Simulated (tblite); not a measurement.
# C6H11NSi: the cost of one run

The runs use tblite 0.8.0 and PySCF 2.14.0, with density-fitted response routines of our own; the level of theory stands in each step. All values are computed, except where a source is named. Atoms count from 0, in the outputs and in this text.

## Step 1: The molecule as given

19 atoms, charge 0, multiplicity 1; geometry from: force field or distance geometry start.

Bonds of the start (Å): C0–N1 1.44, N1–C2 1.44, N1–C3 1.46, C3–C4 1.30, C4–Si5 1.86, Si5–C6 1.84, C6–C7 1.30, C7–C3 1.43, C0–H8 1.10, C0–H9 1.13, C0–H10 1.13, C2–H11 1.11, C2–H12 1.12, C2–H13 1.11, C4–H14 1.07, Si5–H15 1.43, Si5–H16 1.46, C6–H17 1.08, C7–H18 1.12.

## Step 2: Relaxing the molecule with GFN2-xTB

Job settings and geometry (Å):

```
{"job": {"kind": "relax", "xc": "GFN2-xTB", "basis": "xTB"}, "charge": 0, "multiplicity": 1}
C     -1.887100    -1.220800    -0.656200
N     -1.229800    -0.060600    -0.123700
C     -1.951100     1.096300     0.341800
C      0.227300    -0.008500    -0.003900
C      0.945100     0.466400    -0.972300
Si     2.722600     0.352700    -0.440000
C      2.220000    -0.389200     1.169800
C      0.918300    -0.472600     1.163500
H     -1.176400    -2.046500    -0.778800
H     -2.706200    -1.522800     0.064000
H     -2.379300    -0.899000    -1.620000
H     -1.204900     1.849800     0.660600
H     -2.476900     1.554100    -0.536600
H     -2.661100     0.859500     1.157000
H      0.625100     0.866300    -1.911500
H      3.515800    -0.521300    -1.250600
H      3.235700     1.710000    -0.290600
H      2.876000    -0.704400     1.973100
H      0.377100    -0.900300     2.047000
```

Launch:

```
$ OMP_NUM_THREADS=1 python probes_run.py task.json out
```

The driver reads the jobs from task.json and runs them one after another.

**Question.** How long does this first job take on 1 thread of Arm Neoverse N1, shared host, and how much memory does it need?

About 1.9 s, with a peak of 0.18 GiB.
